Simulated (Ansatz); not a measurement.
# CH₅AlF₂Si: basis-set convergence

The task here is to estimate one member of a computed series from the others.

The runs use Ansatz 0.2.0, Gaussian basis; one geometry, several basis sets.

Levels to be run: PBE0-D4/def2-SVP; ωB97M-V/def2-SVP; PBE0-D4/def2-QZVPP; ωB97M-V/def2-QZVPP; the functionals' def2-TZVPP values are taken from earlier runs.

### The relaxed structure

All runs share one geometry, relaxed beforehand with PBE0-D4 in a triple-zeta def2 set.

SMILES `FC[SiH](F)[AlH2]`, 10 atoms, charge 0, spin multiplicity 1.

Atoms are counted from 1 here; the program's logs count them from 0.

Bond lengths: F1–C2 1.389 Å, C2–Si3 1.892 Å, C2–H6 1.096 Å, C2–H7 1.098 Å, Si3–F4 1.611 Å, Si3–Al5 2.478 Å, Si3–H8 1.492 Å, Al5–H9 1.586 Å, Al5–H10 1.590 Å. Angles: F1–C2–Si3 112.0°, F1–C2–H6 108.0°, F1–C2–H7 108.3°, Si3–C2–H6 111.5°, Si3–C2–H7 109.5°, H6–C2–H7 107.5°, C2–Si3–F4 108.5°, C2–Si3–Al5 111.8°, C2–Si3–H8 106.8°, F4–Si3–Al5 110.9°, F4–Si3–H8 106.8°, Al5–Si3–H8 111.9°, Si3–Al5–H9 121.4°, Si3–Al5–H10 118.7°, H9–Al5–H10 119.8°.

Geometry (Å):

```
F    -1.03206   -2.51657    0.43011
C    -0.47841   -1.29042    0.77446
Si    0.00891   -0.28086   -0.74996
F     1.21298   -1.04186   -1.50329
Al    0.66382    2.03242   -0.15027
H     0.38462   -1.47899    1.42364
H    -1.21797   -0.73121    1.36224
H    -1.16175   -0.30487   -1.67465
H     1.94922    2.71697   -0.77862
H    -0.24636    2.84419    0.86934
```

The first run:

in.yaml

```yaml
crystal:
  periodic: [false, false, false]
  atoms:
    - {symbol: F, position_ang: [-1.032063, -2.516567, 0.430114]}
    - {symbol: C, position_ang: [-0.478410, -1.290421, 0.774458]}
    - {symbol: Si, position_ang: [0.008912, -0.280860, -0.749964]}
    - {symbol: F, position_ang: [1.212980, -1.041860, -1.503287]}
    - {symbol: Al, position_ang: [0.663817, 2.032419, -0.150269]}
    - {symbol: H, position_ang: [0.384624, -1.478988, 1.423640]}
    - {symbol: H, position_ang: [-1.217971, -0.731210, 1.362240]}
    - {symbol: H, position_ang: [-1.161754, -0.304872, -1.674651]}
    - {symbol: H, position_ang: [1.949221, 2.716965, -0.778617]}
    - {symbol: H, position_ang: [-0.246357, 2.844194, 0.869336]}
basis:
  gaussian: {orbitals: def2-SVP}
hamiltonian: {xc: pbe0, dispersion: d4}
output: {orbitals: {seedname: orbitals}}
```

Steps of the session up to this table: PBE0-D4 in def2-SVP; ωB97M-V in def2-SVP; PBE0-D4 in def2-QZVPP; ωB97M-V in def2-QZVPP.

One of the session's tables, all rows but one given; the rest of the session is left out.

It belongs to the step «Functionals by basis». 

| functional | basis | HOMO (eV) | LUMO (eV) |
| --- | --- | --- | --- |
| PBE0-D4 | def2-SVP | -7.60 | -2.45 |
| PBE0-D4 | def2-TZVPP | ? | ? |
| PBE0-D4 | def2-QZVPP | -7.66 | -2.47 |
| ωB97M-V | def2-SVP | -9.59 | -0.75 |
| ωB97M-V | def2-TZVPP | -9.66 | -0.82 |
| ωB97M-V | def2-QZVPP | -9.69 | -0.91 |

Estimate the missing values for PBE0-D4, def2-TZVPP.

**Answer.** HOMO (eV): -7.65; LUMO (eV): -2.46. In the column «HOMO (eV)» it lies between PBE0-D4, def2-QZVPP (-7.66) and PBE0-D4, def2-SVP (-7.60).
